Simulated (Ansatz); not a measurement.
C, space group P6/mmm: a test of the smearing width, run with Ansatz 0.2.0, Python API.

`run_smear.py`:
```python
# -*- coding: utf-8 -*-
"""Smearing width test for C."""

import argparse

import ansatz

parser = argparse.ArgumentParser(description="Smearing width test for C.")
parser.add_argument("--xc", default="LDA", help="exchange-correlation functional")
parser.add_argument("--kmesh", type=int, nargs=3, required=True, help="k-point sampling")
args = parser.parse_args()

material = (
    ansatz.Lattice.from_parameters(2.45617, 2.45617, 8.523803, alpha=90.0, beta=90.0, gamma=120.0)
    .atom("C", (1 / 3, 2 / 3, 0.0))
    .atom("C", (2 / 3, 1 / 3, 0.0))
)

calc = (
    material.calculation()
    .functional(args.xc)
    .pseudopotentials("paw")
    .kpoints(*args.kmesh)
    .stress()
)

rows = []
for value in [0.3, 0.2, 0.1, 0.05]:
    r = calc.occupations("gaussian", width=value).run(threads=1, backend="cpu").report
    rows.append((value, r["free_energy_ev"] / len(r["lattice"]["sites"]), r["n_iterations"], sum(r["stress_gpa"][i][i] for i in range(3)) / 3, r["n_kpoints"]))

print("  width (eV)   F/atom (eV)    iterations       P (GPa)      k-points")
for row in rows:
    print(f"{str(row[0]):>12s}  {row[1]:12.5f}  {row[2]:12d}  {row[3]:12.3f}  {row[4]:12d}")

# differences from the last row
for row in rows[:-1]:
    shift = 1000 * (row[1] - rows[-1][1])
    print(f"{row[0]}: {shift:+.2f} meV/atom" + ("  (within 5 meV)" if abs(shift) < 5 else ""))
```

How much does the free energy per atom change between the narrowest and the widest smearing, and why?

Going from 0.05 to 0.3 eV changes F by -1.3 meV an atom. The report's estimate for zero width moves by -0.6 meV, so the entropy term explains only part of the change. The pressure moves from -1.55 to -1.55 GPa.

The output:

```console
$ python run_smear.py --kmesh 15 15 4
DeckWarning: basis.ecutwfc = 420 eV, auto-derived from the records' recommended cutoffs: set by C (normal level)
  width (eV)   F/atom (eV)    iterations       P (GPa)      k-points
         0.3    -242.95738             6        -1.554            81
         0.2    -242.95688             6        -1.554            81
         0.1    -242.95638             6        -1.554            81
        0.05    -242.95613             6        -1.554            81
0.3: -1.25 meV/atom  (within 5 meV)
0.2: -0.75 meV/atom  (within 5 meV)
0.1: -0.25 meV/atom  (within 5 meV)
```
(Warnings from the package without file and line.)

The cell holds layers, chains or clusters in vacuum, no bulk phase; its stress is averaged over the vacuum too and scales with the cell's height. The narrowest width needs the finest mesh, so the last row is no converged reference. Pressure is positive in compression. Points of the mesh across the vacuum add cost only. This isn't the structure that C takes at ambient conditions. By the engine's processor time: 3.9 s on 1 thread of Intel(R) Xeon(R) Processor @ 2.30GHz, on a shared host, peak memory 0.47 GiB.
